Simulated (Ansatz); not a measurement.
# CH3AlFIO: a ladder of functionals and wavefunction methods

One table from this session's results is given with a row withheld; the runs are named, their logs left out.

Method: functionals in def2-TZVPP, the program's frozen cores in correlated methods; program: Ansatz 0.2.0, Gaussian basis.

Levels to be run: LDA (SPW92), PBE-D4, revPBE-D4, BLYP-D4, r2SCAN-D4, B97M-V, PBE0-D4, B3LYP-D4, r2SCANh-D4, r2SCAN0-D4, HSE06-D4, BHLYP-D4, CAM-B3LYP-D4, LC-ωPBE, ωB97X-V, ωB97M-V, B2PLYP, PBE-QIDH; CCSD(T)/def2-SVP; CCSD(T)/def2-TZVPP; MP2/def2-QZVPP; extrapolation to the limit; RPA on PBE.

1 further run of the same task is left out (for a known fault of the program). Runs told in other sessions of the task aren't counted.

### The relaxed structure

All runs share one geometry, relaxed beforehand with PBE0-D4 in a triple-zeta def2 set. I takes the def2 core potential; no spin-orbit term is included.

8 atoms, charge 0, spin multiplicity 1.

Atoms are counted from 1 here; the program's logs count them from 0.

Bond lengths: O1–C2 1.278 Å, O1–H6 0.976 Å, C2–F3 1.306 Å, C2–Al4 2.084 Å, Al4–I5 2.575 Å, Al4–H7 1.583 Å, Al4–H8 1.583 Å. Angles: C2–O1–H6 112.5°, O1–C2–F3 111.6°, O1–C2–Al4 125.9°, F3–C2–Al4 122.2°, C2–Al4–I5 82.7°, C2–Al4–H7 106.8°, C2–Al4–H8 106.3°, I5–Al4–H7 113.8°, I5–Al4–H8 113.7°, H7–Al4–H8 124.4°.

As a file:

```
O    -0.05842    1.02318    1.41996
C     0.46049    0.23933    0.55400
F     1.75268    0.40625    0.46857
Al   -0.58531   -1.00972   -0.74509
I    -0.47053    1.04624   -2.29055
H     0.58962    1.65195    1.78971
H    -2.01254   -1.24695   -0.10274
H     0.41631   -2.16739   -1.14965
```

Set-up of the first run:

Input file in.yaml:

```yaml
crystal:
  periodic: [false, false, false]
  atoms:
    - {symbol: O, position_ang: [-0.058417, 1.023178, 1.419964]}
    - {symbol: C, position_ang: [0.460487, 0.239333, 0.553997]}
    - {symbol: F, position_ang: [1.752683, 0.406255, 0.468569]}
    - {symbol: Al, position_ang: [-0.585314, -1.009716, -0.745094]}
    - {symbol: I, position_ang: [-0.470533, 1.046242, -2.290548]}
    - {symbol: H, position_ang: [0.589620, 1.651951, 1.789708]}
    - {symbol: H, position_ang: [-2.012538, -1.246951, -0.102744]}
    - {symbol: H, position_ang: [0.416313, -2.167392, -1.149650]}
basis:
  gaussian: {orbitals: def2-TZVPP}
hamiltonian: {xc: lda}
output: {orbitals: {seedname: orbitals}}
```

Started as:

```
$ ansatz run in.yaml --threads 4 --pin off --events-out ev --progress --plain --max-ram 10444MiB
```

Among the steps run: LDA; PBE-D4 (GGA); revPBE-D4 (GGA); BLYP-D4 (GGA); r2SCAN-D4 (meta-GGA); B97M-V (meta-GGA); PBE0-D4 (hybrid); B3LYP-D4 (hybrid); r2SCANh-D4 (hybrid); r2SCAN0-D4 (hybrid); HSE06-D4 (hybrid); BHLYP-D4 (hybrid); CAM-B3LYP-D4 (range-separated); LC-ωPBE (range-separated); ωB97X-V (range-separated); ωB97M-V (range-separated); B2PLYP (double hybrid); PBE-QIDH (double hybrid).

One table of the session follows, with a row left open; its other results are not shown here.

It belongs to the step «Orbital energies across the functionals». 

| functional | HOMO (eV) | LUMO (eV) | gap (eV) |
| --- | --- | --- | --- |
| LDA (SPW92) | -6.16 | -4.01 | 2.15 |
| PBE-D4 | -6.03 | -3.76 | 2.27 |
| revPBE-D4 | -5.98 | -3.66 | 2.32 |
| BLYP-D4 | -5.86 | -3.64 | 2.23 |
| r2SCAN-D4 | -6.31 | -3.62 | 2.69 |
| B97M-V | -6.33 | -3.56 | 2.77 |
| PBE0-D4 | -7.11 | -2.84 | 4.27 |
| B3LYP-D4 | -6.88 | -3.08 | 3.80 |
| r2SCANh-D4 | -6.71 | -3.28 | 3.43 |
| r2SCAN0-D4 | -7.30 | -2.74 | 4.56 |
| HSE06-D4 | -6.72 | -3.22 | 3.51 |
| BHLYP-D4 | -8.03 | -1.72 | 6.31 |
| CAM-B3LYP-D4 | -8.30 | -1.74 | 6.57 |
| LC-ωPBE | ? | ? | ? |
| ωB97X-V | -9.28 | -0.60 | 8.68 |
| ωB97M-V | -9.15 | -0.66 | 8.50 |

Q: Estimate the row for LC-ωPBE from the others.

The run gave: HOMO (eV): -9.60; LUMO (eV): -0.57; gap (eV): 9.03. In the column «HOMO (eV)» it is the lowest.
